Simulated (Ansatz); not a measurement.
# SiMo3: the cost of one run

Program: Ansatz 0.2.0. Level of theory: DFT r2SCAN, scalar-relativistic, plane waves, PAW. These are calculated values, not measurements.

**1. Starting point**

Symmetry: Pm-3m, No. 221, cubic system. Conventional cell: a = 3.867 Å, b = 3.867 Å, c = 3.867 Å, α = 90.00°, β = 90.00°, γ = 90.00°. Around Si (site symmetry m-3m) lie 12 Mo at 2.73 Å. Around Mo (site symmetry 4/mmm) lie 4 Si at 2.73 Å and 8 Mo at 2.73 Å.

Coordinates:

```
CELL_PARAMETERS angstrom
3.86746 0.00000 0.00000
0.00000 3.86746 0.00000
0.00000 0.00000 3.86746
ATOMIC_POSITIONS crystal
Si 0.00000 0.00000 0.00000
Mo 0.00000 0.50000 0.50000
Mo 0.50000 0.00000 0.50000
Mo 0.50000 0.50000 0.00000
```

This is candidate A: Cu3Au (L1_2) type (Pm-3m, No. 221).

(A quick probe on a coarse mesh, which set the mesh and smearing, is not shown.)

**3. Coarse relaxation (candidate A)**

File input.yaml:

```yaml
crystal:
  lattice:
    - [3.8674625842, 0.0, 0.0]
    - [0.0, 3.8674625842, 0.0]
    - [0.0, 0.0, 3.8674625842]
  atoms:
    - { symbol: Si, position: [0.0, 0.0, 0.0] }
    - { symbol: Mo, position: [0.0, 0.5, 0.5] }
    - { symbol: Mo, position: [0.5, 0.0, 0.5] }
    - { symbol: Mo, position: [0.5, 0.5, 0.0] }
basis:
  ecutwfc: 500
kpoints:
  mp_grid: { grid: [4, 4, 4] }
hamiltonian:
  xc: r2scan
scf:
  occupations: { method: gaussian, width: 0.1 }
  lower_state_search: "off"
output:
  forces: true
  stress: true
  eigenvalues: true
relax:
  adjacent_minimum: "off"
  f_tol: 0.04
  max_steps: 70
  cell: { stress_tol: 0.4 }
```

Launch:

```sh
$ ansatz run input.yaml --threads 1 --pin off --max-ram 3072MiB --backend cpu --events-out ev --progress --plain --runs-dir out
```

**Question.** How long does this run take on 1 thread of Arm Neoverse V2, shared host, and how much memory does it need?

About 11 s, with a peak of 0.42 GiB.
